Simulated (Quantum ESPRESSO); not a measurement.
# Si2Mo (I4/mmm) in Quantum ESPRESSO: settings compared

One crystal, Si2Mo, is run at these levels: PBEsol, PBE; tasks: single point.

Program: Quantum ESPRESSO 7.5. These are calculated values, not measurements. Logs are shortened: lines on timing, memory, paths and dates and some standing lists are left out, and cuts for length are marked.

## Step 1: The structure

It takes space group I4/mmm (No. 139, tetragonal). Conventional cell: a = 3.200 Å, b = 3.200 Å, c = 7.861 Å, α = 90.00°, β = 90.00°, γ = 90.00°. Mo (site symmetry 4/mmm) has 10 Si at 2.62 Å as nearest neighbours. Si (site symmetry 4mm) is surrounded by 5 Si at 2.61 to 2.63 Å and 5 Mo at 2.62 Å.

## Step 2: Single point, PBEsol

scf.in

```
&CONTROL
  calculation = 'scf'
  prefix = 'pwscf'
  outdir = './tmp'
  pseudo_dir = './pseudo'
/
&SYSTEM
  ibrav = 0
  nat = 3
  ntyp = 2
  ecutwfc = 80
  nbnd = 18
  occupations = 'smearing'
  smearing = 'fd'
  degauss = 0.00367493
  force_symmorphic = .true.
/
&ELECTRONS
  conv_thr = 6d-10
  electron_maxstep = 120
  mixing_beta = 0.5
/
ATOMIC_SPECIES
Mo    95.9500 Mo.upf
Si    28.0850 Si.upf
CELL_PARAMETERS angstrom
  -1.6000000000    1.6000000000    3.9305000000
   1.6000000000   -1.6000000000    3.9305000000
   1.6000000000    1.6000000000   -3.9305000000
ATOMIC_POSITIONS angstrom
Mo     0.0000000000    0.0000000000    0.0000000000
Si     0.0000000000    0.0000000000    5.2432870000
Si     0.0000000000    0.0000000000    2.6177130000
K_POINTS automatic
12 12 12 0 0 0
```

nscf.in

```
&CONTROL
  calculation = 'nscf'
  prefix = 'pwscf'
  outdir = './tmp'
  pseudo_dir = './pseudo'
/
&SYSTEM
  ibrav = 0
  nat = 3
  ntyp = 2
  ecutwfc = 80
  nbnd = 31
  occupations = 'smearing'
  smearing = 'fd'
  degauss = 0.00367493
  force_symmorphic = .true.
/
&ELECTRONS
  conv_thr = 1d-08
  diago_full_acc = .true.
  diago_thr_init = 1d-06
/
ATOMIC_SPECIES
Mo    95.9500 Mo.upf
Si    28.0850 Si.upf
CELL_PARAMETERS angstrom
  -1.6000000000    1.6000000000    3.9305000000
   1.6000000000   -1.6000000000    3.9305000000
   1.6000000000    1.6000000000   -3.9305000000
ATOMIC_POSITIONS angstrom
Mo     0.0000000000    0.0000000000    0.0000000000
Si     0.0000000000    0.0000000000    5.2432870000
Si     0.0000000000    0.0000000000    2.6177130000
K_POINTS automatic
12 12 12 0 0 0
```

Potentials or basis: PseudoDojo 0.4.1 SR PBEsol standard.

The run is started by

```sh
> OMP_NUM_THREADS=1 pw.x -in scf.in > scf.out
> OMP_NUM_THREADS=1 pw.x -in nscf.in > nscf.out
```

scf.out:

```text
This program is part of the open-source Quantum ESPRESSO suite
     for quantum simulation of materials; please cite
[... 9 lines left out ...]
     --------------------
     sticks:   dense  smooth     PW     G-vecs:    dense   smooth      PW
     Sum        1627    1627    559                26291    26291    5289

     Using Slab Decomposition

     bravais-lattice index     =            0
     lattice parameter (alat)  =       8.5705  a.u.
     unit-cell volume          =     271.6091 (a.u.)^3
     number of atoms/cell      =            3
     number of atomic types    =            2
     number of electrons       =        22.00
     number of Kohn-Sham states=           18
     kinetic-energy cutoff     =      80.0000  Ry
     charge density cutoff     =     320.0000  Ry
     scf convergence threshold =      6.0E-10
     mixing beta               =       0.5000
     number of iterations used =            8  plain     mixing
     Exchange-correlation= PBESOL
                           (   1   4  10   8   0   0   0)

     celldm(1)=   8.570451  celldm(2)=   0.000000  celldm(3)=   0.000000
     celldm(4)=   0.000000  celldm(5)=   0.000000  celldm(6)=   0.000000

     crystal axes: (cart. coord. in units of alat)
               a(1) = (  -0.352789   0.352789   0.866649 )
               a(2) = (   0.352789  -0.352789   0.866649 )
               a(3) = (   0.352789   0.352789  -0.866649 )

     reciprocal axes: (cart. coord. in units 2 pi/alat)
               b(1) = ( -0.000000  1.417277  0.576935 )
               b(2) = (  1.417277 -0.000000  0.576935 )
               b(3) = (  1.417277  1.417277  0.000000 )

     PseudoPot. # 1 for Mo read from file:
     Mo.upf
     Pseudo is Norm-conserving + core correction, Zval = 14.0
     Generated using ONCVPSP code by D. R. Hamann
     Using radial grid of 1640 points,  6 beta functions with:
                l(1) =   0
                l(2) =   0
                l(3) =   1
                l(4) =   1
                l(5) =   2
                l(6) =   2

     PseudoPot. # 2 for Si read from file:
     Si.upf
     Pseudo is Norm-conserving + core correction, Zval =  4.0
     Generated using ONCVPSP code by D. R. Hamann
     Using radial grid of 1510 points,  6 beta functions with:
                l(1) =   0
                l(2) =   0
                l(3) =   1
                l(4) =   1
                l(5) =   2
                l(6) =   2

     atomic species   valence    mass     pseudopotential
     Mo               14.00    95.95000     Mo( 1.00)
     Si                4.00    28.08500     Si( 1.00)

     16 Sym. Ops., with inversion, found

   Cartesian axes

     site n.     atom                  positions (alat units)
         1        Mo     tau(   1) = (   0.0000000   0.0000000   0.0000000  )
         2        Si     tau(   2) = (   0.0000000   0.0000000   1.1561091  )
         3        Si     tau(   3) = (   0.0000000   0.0000000   0.5771879  )

     number of k points=   163  Fermi-Dirac smearing, width (Ry)=  0.0037

     Number of k-points >= 100: set verbosity='high' to print them.

     Dense  grid:    26291 G-vectors     FFT dimensions: (  50,  50,  50)

     Initial potential from superposition of free atoms

     starting charge      21.9975, renormalised to      22.0000
     Starting wfcs are   18 randomized atomic wfcs

     Self-consistent Calculation

     iteration #  1     ecut=    80.00 Ry     beta= 0.50
     Davidson diagonalization with overlap
     ethr =  1.00E-02,  avg # of iterations =  4.9

     total energy              =    -157.51855136 Ry
     estimated scf accuracy    <       0.24728063 Ry

     iteration #  2     ecut=    80.00 Ry     beta= 0.50
     Davidson diagonalization with overlap
     ethr =  1.12E-03,  avg # of iterations =  2.4

     total energy              =    -157.55960020 Ry
     estimated scf accuracy    <       0.29393515 Ry

     iteration #  3     ecut=    80.00 Ry     beta= 0.50
     Davidson diagonalization with overlap
     ethr =  1.12E-03,  avg # of iterations =  1.5

     total energy              =    -157.61014717 Ry
     estimated scf accuracy    <       0.00677940 Ry

     iteration #  4     ecut=    80.00 Ry     beta= 0.50
     Davidson diagonalization with overlap
     ethr =  3.08E-05,  avg # of iterations =  4.1

     total energy              =    -157.61107306 Ry
     estimated scf accuracy    <       0.00013853 Ry

     iteration #  5     ecut=    80.00 Ry     beta= 0.50
     Davidson diagonalization with overlap
     ethr =  6.30E-07,  avg # of iterations =  4.0

     total energy              =    -157.61108884 Ry
     estimated scf accuracy    <       0.00000922 Ry

     iteration #  6     ecut=    80.00 Ry     beta= 0.50
     Davidson diagonalization with overlap
     ethr =  4.19E-08,  avg # of iterations =  2.2

     total energy              =    -157.61109021 Ry
     estimated scf accuracy    <       0.00000123 Ry

     iteration #  7     ecut=    80.00 Ry     beta= 0.50
     Davidson diagonalization with overlap
     ethr =  5.57E-09,  avg # of iterations =  1.9

     total energy              =    -157.61109044 Ry
     estimated scf accuracy    <       0.00000002 Ry

     iteration #  8     ecut=    80.00 Ry     beta= 0.50
     Davidson diagonalization with overlap
     ethr =  8.84E-11,  avg # of iterations =  3.5

     End of self-consistent calculation

     Number of k-points >= 100: set verbosity='high' to print the bands.

     the Fermi energy is    16.0052 ev

!    total energy              =    -157.61109045 Ry
     estimated scf accuracy    <          2.8E-10 Ry
     smearing contrib. (-TS)   =      -0.00016360 Ry
     internal energy E=F+TS    =    -157.61092685 Ry

     The total energy is F=E-TS. E is the sum of the following terms:
     one-electron contribution =     -35.08144904 Ry
     hartree contribution      =      30.00276487 Ry
     xc contribution           =     -27.03168176 Ry
     ewald contribution        =    -125.50056092 Ry

     convergence has been achieved in   8 iterations

=------------------------------------------------------------------------------=
   JOB DONE.
=------------------------------------------------------------------------------=
```

It took 4.2 min on 1 thread of Intel Xeon 6975P-C (Granite Rapids), shared host; peak memory 0.21 GiB.

Results:

- Band gap on the k mesh, mean-field level: none (metal or under the smearing width)

Levels at points of the mesh, in eV from the Fermi level:
| k point | band 9 | band 10 | band 11 | band 12 | band 13 | band 14 |
| --- | --- | --- | --- | --- | --- | --- |
| (0.00, 0.00, 0.00) | -2.67 | -2.67 | 0.41 | 3.07 | 3.09 | 3.64 |
| (0.00, 0.00, -0.50) | -4.51 | -3.08 | -1.16 | 2.30 | 2.69 | 3.01 |
| (0.00, -0.50, 0.00) | -2.64 | -2.51 | -0.53 | 2.24 | 3.02 | 4.02 |
| (-0.50, -0.50, -0.50) | -0.59 | -0.59 | -0.53 | -0.53 | 0.55 | 4.63 |

## Step 3: Single point, PBEsol

scf.in: that of step 2 with these lines changed.

```diff
@@ -10,3 +10,3 @@
   ntyp = 2
-  ecutwfc = 80
+  ecutwfc = 48
   nbnd = 18
@@ -29,6 +29,6 @@
    1.6000000000    1.6000000000   -3.9305000000
-ATOMIC_POSITIONS angstrom
+ATOMIC_POSITIONS crystal
 Mo     0.0000000000    0.0000000000    0.0000000000
-Si     0.0000000000    0.0000000000    5.2432870000
-Si     0.0000000000    0.0000000000    2.6177130000
+Si     0.6670000000    0.6670000000    0.0000000000
+Si     0.3330000000    0.3330000000    0.0000000000
 K_POINTS automatic
```

nscf.in: that of step 2 with these lines changed.

```diff
@@ -10,4 +10,4 @@
   ntyp = 2
-  ecutwfc = 80
-  nbnd = 31
+  ecutwfc = 48
+  nbnd = 36
   occupations = 'smearing'
@@ -29,6 +29,6 @@
    1.6000000000    1.6000000000   -3.9305000000
-ATOMIC_POSITIONS angstrom
+ATOMIC_POSITIONS crystal
 Mo     0.0000000000    0.0000000000    0.0000000000
-Si     0.0000000000    0.0000000000    5.2432870000
-Si     0.0000000000    0.0000000000    2.6177130000
+Si     0.6670000000    0.6670000000    0.0000000000
+Si     0.3330000000    0.3330000000    0.0000000000
 K_POINTS automatic
```

Potentials or basis: PseudoDojo 0.4 SR PBEsol stringent.

The run is started by

```sh
> OMP_NUM_THREADS=1 pw.x -in scf.in > scf.out
> OMP_NUM_THREADS=1 pw.x -in nscf.in > nscf.out
```

scf.out:

```text
This program is part of the open-source Quantum ESPRESSO suite
     for quantum simulation of materials; please cite
[... 9 lines left out ...]
     --------------------
     sticks:   dense  smooth     PW     G-vecs:    dense   smooth      PW
     Sum         959     959    361                12221    12221    2751

     Using Slab Decomposition

     bravais-lattice index     =            0
     lattice parameter (alat)  =       8.5705  a.u.
     unit-cell volume          =     271.6091 (a.u.)^3
     number of atoms/cell      =            3
     number of atomic types    =            2
     number of electrons       =        22.00
     number of Kohn-Sham states=           18
     kinetic-energy cutoff     =      48.0000  Ry
     charge density cutoff     =     192.0000  Ry
     scf convergence threshold =      6.0E-10
     mixing beta               =       0.5000
     number of iterations used =            8  plain     mixing
     Exchange-correlation= PBESOL
                           (   1   4  10   8   0   0   0)

     celldm(1)=   8.570451  celldm(2)=   0.000000  celldm(3)=   0.000000
     celldm(4)=   0.000000  celldm(5)=   0.000000  celldm(6)=   0.000000

     crystal axes: (cart. coord. in units of alat)
               a(1) = (  -0.352789   0.352789   0.866649 )
               a(2) = (   0.352789  -0.352789   0.866649 )
               a(3) = (   0.352789   0.352789  -0.866649 )

     reciprocal axes: (cart. coord. in units 2 pi/alat)
               b(1) = ( -0.000000  1.417277  0.576935 )
               b(2) = (  1.417277 -0.000000  0.576935 )
               b(3) = (  1.417277  1.417277  0.000000 )

     PseudoPot. # 1 for Mo read from file:
     Mo.upf
     Pseudo is Norm-conserving + core correction, Zval = 14.0
     Generated using ONCVPSP code by D. R. Hamann
     Using radial grid of 1640 points,  6 beta functions with:
                l(1) =   0
                l(2) =   0
                l(3) =   1
                l(4) =   1
                l(5) =   2
                l(6) =   2

     PseudoPot. # 2 for Si read from file:
     Si.upf
     Pseudo is Norm-conserving + core correction, Zval =  4.0
     Generated using ONCVPSP code by D. R. Hamann
     Using radial grid of 1510 points,  6 beta functions with:
                l(1) =   0
                l(2) =   0
                l(3) =   1
                l(4) =   1
                l(5) =   2
                l(6) =   2

     atomic species   valence    mass     pseudopotential
     Mo               14.00    95.95000     Mo( 1.00)
     Si                4.00    28.08500     Si( 1.00)

     16 Sym. Ops., with inversion, found

   Cartesian axes

     site n.     atom                  positions (alat units)
         1        Mo     tau(   1) = (   0.0000000   0.0000000   0.0000000  )
         2        Si     tau(   2) = (   0.0000000   0.0000000   1.1561091  )
         3        Si     tau(   3) = (   0.0000000   0.0000000   0.5771879  )

     number of k points=   163  Fermi-Dirac smearing, width (Ry)=  0.0037

     Number of k-points >= 100: set verbosity='high' to print them.

     Dense  grid:    12221 G-vectors     FFT dimensions: (  40,  40,  40)

     Initial potential from superposition of free atoms

     starting charge      21.9975, renormalised to      22.0000
     Starting wfcs are   18 randomized atomic wfcs

     Self-consistent Calculation

     iteration #  1     ecut=    48.00 Ry     beta= 0.50
     Davidson diagonalization with overlap
     ethr =  1.00E-02,  avg # of iterations =  5.0

     total energy              =    -157.46683996 Ry
     estimated scf accuracy    <       0.25596048 Ry

     iteration #  2     ecut=    48.00 Ry     beta= 0.50
     Davidson diagonalization with overlap
     ethr =  1.16E-03,  avg # of iterations =  2.3

     total energy              =    -157.50960667 Ry
     estimated scf accuracy    <       0.30521432 Ry

     iteration #  3     ecut=    48.00 Ry     beta= 0.50
     Davidson diagonalization with overlap
     ethr =  1.16E-03,  avg # of iterations =  1.5

     total energy              =    -157.56216521 Ry
     estimated scf accuracy    <       0.00672407 Ry

     iteration #  4     ecut=    48.00 Ry     beta= 0.50
     Davidson diagonalization with overlap
     ethr =  3.06E-05,  avg # of iterations =  4.1

     total energy              =    -157.56311368 Ry
     estimated scf accuracy    <       0.00014339 Ry

     iteration #  5     ecut=    48.00 Ry     beta= 0.50
     Davidson diagonalization with overlap
     c_bands:  1 eigenvalues not converged
     ethr =  6.52E-07,  avg # of iterations =  3.9

     total energy              =    -157.56312959 Ry
     estimated scf accuracy    <       0.00001040 Ry

     iteration #  6     ecut=    48.00 Ry     beta= 0.50
     Davidson diagonalization with overlap
     ethr =  4.73E-08,  avg # of iterations =  2.2

     total energy              =    -157.56313102 Ry
     estimated scf accuracy    <       0.00000143 Ry

     iteration #  7     ecut=    48.00 Ry     beta= 0.50
     Davidson diagonalization with overlap
     ethr =  6.51E-09,  avg # of iterations =  1.8

     total energy              =    -157.56313128 Ry
     estimated scf accuracy    <       0.00000002 Ry

     iteration #  8     ecut=    48.00 Ry     beta= 0.50
     Davidson diagonalization with overlap
     ethr =  8.47E-11,  avg # of iterations =  3.7

     End of self-consistent calculation

     Number of k-points >= 100: set verbosity='high' to print the bands.

     the Fermi energy is    16.0031 ev

!    total energy              =    -157.56313129 Ry
     estimated scf accuracy    <          3.3E-10 Ry
     smearing contrib. (-TS)   =      -0.00016404 Ry
     internal energy E=F+TS    =    -157.56296725 Ry

     The total energy is F=E-TS. E is the sum of the following terms:
     one-electron contribution =     -35.00024319 Ry
     hartree contribution      =      29.96335033 Ry
     xc contribution           =     -27.02551344 Ry
     ewald contribution        =    -125.50056096 Ry

     convergence has been achieved in   8 iterations

=------------------------------------------------------------------------------=
   JOB DONE.
=------------------------------------------------------------------------------=
```

Wall time 6 min (1 thread of Intel Xeon at 2.50GHz (Skylake/Cascade Lake), shared host); peak memory 0.11 GiB.

Results:

| Quantity | Value |
| --- | --- |
| Band gap on the k mesh, mean-field level | none (metal or under the smearing width) |

Levels at points of the mesh, in eV from the Fermi level:
| k point | band 7 | band 8 | band 9 | band 10 | band 11 | band 12 | band 13 | band 14 | band 15 | band 16 |
| --- | --- | --- | --- | --- | --- | --- | --- | --- | --- | --- |
| (0.00, 0.00, 0.00) | -3.46 | -3.06 | -2.66 | -2.66 | 0.41 | 3.08 | 3.10 | 3.65 | 3.65 | 4.05 |
| (0.00, 0.00, -0.50) | -5.71 | -5.26 | -4.50 | -3.08 | -1.14 | 2.29 | 2.69 | 3.02 | 3.24 | 4.81 |
| (0.00, -0.50, 0.00) | -4.93 | -4.47 | -2.64 | -2.51 | -0.53 | 2.24 | 3.03 | 4.02 | 4.26 | 5.47 |
| (-0.50, -0.50, -0.50) | -3.54 | -2.31 | -0.60 | -0.60 | -0.52 | -0.52 | 0.54 | 4.63 | 5.13 | 5.88 |

## Step 4: Single point, PBE

scf.in: that of step 3 with these lines changed.

```diff
@@ -10,3 +10,3 @@
   ntyp = 2
-  ecutwfc = 48
+  ecutwfc = 80
   nbnd = 18
@@ -29,6 +29,6 @@
    1.6000000000    1.6000000000   -3.9305000000
-ATOMIC_POSITIONS crystal
+ATOMIC_POSITIONS angstrom
 Mo     0.0000000000    0.0000000000    0.0000000000
-Si     0.6670000000    0.6670000000    0.0000000000
-Si     0.3330000000    0.3330000000    0.0000000000
+Si     0.0000000000    0.0000000000    5.2432870000
+Si     0.0000000000    0.0000000000    2.6177130000
 K_POINTS automatic
```

nscf.in: that of step 3 with these lines changed.

```diff
@@ -10,4 +10,4 @@
   ntyp = 2
-  ecutwfc = 48
-  nbnd = 36
+  ecutwfc = 80
+  nbnd = 31
   occupations = 'smearing'
@@ -29,6 +29,6 @@
    1.6000000000    1.6000000000   -3.9305000000
-ATOMIC_POSITIONS crystal
+ATOMIC_POSITIONS angstrom
 Mo     0.0000000000    0.0000000000    0.0000000000
-Si     0.6670000000    0.6670000000    0.0000000000
-Si     0.3330000000    0.3330000000    0.0000000000
+Si     0.0000000000    0.0000000000    5.2432870000
+Si     0.0000000000    0.0000000000    2.6177130000
 K_POINTS automatic
```

Potentials or basis: PseudoDojo 0.4.1 SR PBE standard.

The run is started by

```sh
> OMP_NUM_THREADS=1 pw.x -in scf.in > scf.out
> OMP_NUM_THREADS=1 pw.x -in nscf.in > nscf.out
```

It took 5.6 min on 1 thread of Arm Neoverse V2, shared host; peak memory 0.2 GiB.

The run converged. Its results:

| Item | Value |
| --- | --- |
| Band gap on the k mesh, mean-field level | none (metal or under the smearing width) |

Levels at points of the mesh, in eV from the Fermi level:
```tsv
k point	band 9	band 10	band 11	band 12	band 13	band 14
(0.00, 0.00, 0.00)	-2.67	-2.67	0.41	3.07	3.12	3.64
(0.00, 0.00, -0.50)	-4.50	-3.07	-1.15	2.31	2.70	3.01
(0.00, -0.50, 0.00)	-2.62	-2.51	-0.52	2.25	3.02	4.02
(-0.50, -0.50, -0.50)	-0.59	-0.59	-0.53	-0.53	0.54	4.63
```

## Step 5: Overview

```tsv
level	potentials or basis	cutoff (eV)	gap on the mesh (eV)
PBEsol	PseudoDojo 0.4.1 SR PBEsol standard	1088	none
PBEsol	PseudoDojo 0.4 SR PBEsol stringent	653	none
PBE	PseudoDojo 0.4.1 SR PBE standard	1088	none
```

Alike in all rows: task single point; no spin polarisation; cell as given; k mesh 12 × 12 × 12; smearing fermi-dirac 0.05 eV.

Total energies depend on the potentials used, so only differences within one code and one set of settings carry meaning.
